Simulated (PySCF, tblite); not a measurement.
# C₄H₉BO₂Si: geometry, infrared bands and NMR shifts

What infrared bands and NMR shifts should C₄H₉BO₂Si (`COCC1=CBO[SiH2]1`) show?

Computed with tblite 0.8.0 and PySCF 2.14.0, with density-fitted response routines of our own, on a single molecule in the gas phase. Atoms are numbered from 0 throughout.

## (1) The starting structure

17 atoms, charge 0, multiplicity 1; geometry from: force field or distance geometry start.

Bonds of the start (Å): C0–O1 1.39, O1–C2 1.39, C2–C3 1.49, C3–C4 1.31, C4–B5 1.54, B5–O6 1.45, O6–Si7 1.72, Si7–C3 1.87, C0–H8 1.09, C0–H9 1.11, C0–H10 1.11, C2–H11 1.10, C2–H12 1.12, C4–H13 1.11, B5–H14 1.21, Si7–H15 1.46, Si7–H16 1.45.

## (2) Optimising the geometry with GFN2-xTB

What the job is given:

```
{"job": {"kind": "relax", "xc": "GFN2-xTB", "basis": "xTB"}, "charge": 0, "multiplicity": 1}
C     -2.152700    -0.288700     0.678100
O     -1.573700    -1.373200     0.032500
C     -0.721800    -0.961800    -0.982400
C      0.371800    -0.072100    -0.507000
C      0.672200     1.163600    -0.807700
B      1.912600     1.670300    -0.051400
O      2.210800     0.927400     1.155100
Si     1.630300    -0.640200     0.756600
H     -2.764800     0.327400     0.012500
H     -1.317300     0.323200     1.071000
H     -2.760800    -0.606000     1.554400
H     -0.309600    -1.882100    -1.434000
H     -1.384800    -0.438200    -1.714800
H      0.098100     1.757600    -1.544900
H      2.341600     2.791300    -0.192300
H      1.028300    -1.354200     1.877000
H      2.713200    -1.332300     0.087400
```

Started as:

```sh
OMP_NUM_THREADS=1 python probes_run.py task.json out
```

This one command runs all jobs of the session in turn.

**Question.** This job is followed by: GFN2-xTB harmonic vibrations, gas phase; GIAO PBE0/pcSseg-1 NMR shielding, non-relativistic, gas phase. What will the session give for the following? strongest single infrared mode (GFN2-xTB); zero-point energy (GFN2-xTB); ¹³C shifts against TMS (PBE0/pcSseg-1); ¹H shifts against TMS (PBE0/pcSseg-1, means over atoms taken as alike); ¹⁷O shifts against H2O (PBE0/pcSseg-1); ¹¹B shifts against BF3·OEt2 (PBE0/pcSseg-1); ²⁹Si shifts against TMS (PBE0/pcSseg-1); surface potential, 1st and 99th percentile.

The runs gave:

| quantity | value |
| --- | --- |
| strongest single infrared mode (GFN2-xTB) | 2309 cm⁻¹, 367 km/mol |
| zero-point energy (GFN2-xTB) | 77.7 kcal/mol |
| ¹³C shifts against TMS (PBE0/pcSseg-1) | 190.0, 156.1, 79.5, 59.5 ppm |
| ¹H shifts against TMS (PBE0/pcSseg-1, means over atoms taken as alike) | 7.38, 5.35, 5.30, 4.58, 3.43 ppm |
| ¹⁷O shifts against H2O (PBE0/pcSseg-1) | 179.2, 33.8 ppm |
| ¹¹B shifts against BF3·OEt2 (PBE0/pcSseg-1) | 44.2 ppm |
| ²⁹Si shifts against TMS (PBE0/pcSseg-1) | -4.9 ppm |
| surface potential, 1st and 99th percentile | -1.34 V and 1.21 V |

What this shows: Relaxing lowered the energy by 0.780 eV in 112 steps; the close pair that moved most is B5–O6, from 1.448 to 1.352 Å. All 45 modes are real, so the xTB geometry is a minimum. The strongest single mode, at 2309 cm⁻¹, moves mainly H15. GFN2-xTB is a fitted tight-binding method: band positions and strengths are rough. Its intensities can rank the bands wrongly. The most deshielded hydrogen is H13 (hydrogen on an alkene CH), at 7.38 ppm: attached to an sp2 carbon and in the plane of the double bond. At PBE0/pcSseg-1: The widest tensor belongs to O6: span 383 ppm, with a paramagnetic part of -239 ppm. By nearest atom (PBE0/pcSseg-1), the HOMO sits on O1 56 %; C3 8 % and the LUMO on C3 27 %; B5 24 %.
